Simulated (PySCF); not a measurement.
FK, in a box:

```
F K
1.0
    11.00000    0.00000    0.00000
     0.00000   10.00000    0.00000
     0.00000    0.00000   10.00000
F K
1 1
Direct
  0.58719 0.46447 0.54545
  0.42005 0.53105 0.45801
```

The cell isn't the ideal one: atoms moved at random, drawn with an rms of 0.05 Å.

Program: PySCF 2.14.0. Alike in all runs: task atomic charges; potentials or basis def2-svp (all-electron); no spin polarisation; cell atoms moved at random, drawn with an rms of 0.05 Å; k mesh 1 × 1 × 1; smearing fixed.

Question: Order these runs on this cell by their band gap on the k mesh, lowest first.
A. level N12+D3; three-body dispersion term no
B. level CAM-B3LYP; exxdiv ewald
C. level PBE0+D3(BJ); three-body dispersion term no; exxdiv ewald
D. level MN15-L+D3; three-body dispersion term no

Answer: A (2.28 eV), D (2.81 eV), C (4.66 eV), B (6.60 eV).

Caveats: this is a molecule in a periodic box at the Γ point, so its band gap is the HOMO-LUMO gap; the basis of atomic orbitals isn't converged, which shifts pressures, moduli and gaps.

Runs at the PBE level aren't shown here.
